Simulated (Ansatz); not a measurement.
# C3H10O3Si: the cost of one run

Method: RKS PBE0-D4/STO-3G, in Ansatz 0.2.0.

## (1) The system as given

Bond lengths (14 of 16 bonds, heavy atoms first): Si1–O3 1.680 Å, O3–C4 1.420 Å, Si1–O8 1.679 Å, O8–C9 1.420 Å, Si1–O13 1.679 Å, O13–C14 1.420 Å, Si1–H2 1.460 Å, C4–H5 1.110 Å, C4–H6 1.110 Å, C4–H7 1.110 Å, C9–H10 1.110 Å, C9–H11 1.110 Å, C9–H12 1.110 Å, C14–H15 1.110 Å. Angles (14 of 27 angles, heavy atoms first): O3–Si1–O8 109.5°, O3–Si1–O13 109.5°, O8–Si1–O13 109.5°, Si1–O3–C4 125.0°, Si1–O8–C9 125.0°, Si1–O13–C14 125.0°, H2–Si1–O3 109.4°, H2–Si1–O8 109.5°, H2–Si1–O13 109.5°, O3–C4–H5 109.5°, O3–C4–H6 109.5°, O3–C4–H7 109.5°, O8–C9–H10 109.5°, O8–C9–H11 109.5°.

Its coordinates follow in the input file.

## (2) Relaxing the start

input.yaml

```yaml
crystal:
  periodic: [false, false, false]
  atoms:
    - { symbol: Si, position_ang: [0.0, 0.0, 0.0] }
    - { symbol: H, position_ang: [0.0, 0.0, 1.46] }
    - { symbol: O, position_ang: [1.5842, 0.0, -0.5594] }
    - { symbol: C, position_ang: [2.3503, -1.1632, -0.836] }
    - { symbol: H, position_ang: [1.7187, -1.9052, -1.3675] }
    - { symbol: H, position_ang: [3.2179, -0.8926, -1.4733] }
    - { symbol: H, position_ang: [2.7141, -1.6023, 0.1163] }
    - { symbol: O, position_ang: [-0.7913, 1.3709, -0.5594] }
    - { symbol: C, position_ang: [-2.1512, 1.4177, -0.9653] }
    - { symbol: H, position_ang: [-2.7687, 0.8215, -0.2614] }
    - { symbol: H, position_ang: [-2.5023, 2.4707, -0.9639] }
    - { symbol: H, position_ang: [-2.2473, 0.9975, -1.9882] }
    - { symbol: O, position_ang: [-0.7913, -1.3709, -0.5594] }
    - { symbol: C, position_ang: [-1.5365, -2.2685, 0.2501] }
    - { symbol: H, position_ang: [-1.2251, -2.1576, 1.3097] }
    - { symbol: H, position_ang: [-2.6187, -2.04, 0.1571] }
    - { symbol: H, position_ang: [-1.349, -3.3106, -0.083] }
basis:
  gaussian: { orbitals: STO-3G }
hamiltonian:
  xc: pbe0
  dispersion: d4
relax:
  f_tol: 0.02
  max_steps: 40
```

Started as:

```sh
> ansatz run input.yaml --threads 1 --pin off --max-ram 2048MiB --backend cpu --events-out ev --progress --plain --runs-dir out
```

What time and memory should one allow on 1 thread of Arm Neoverse V1, shared host?

About 2.1 min, with a peak of 0.14 GiB.
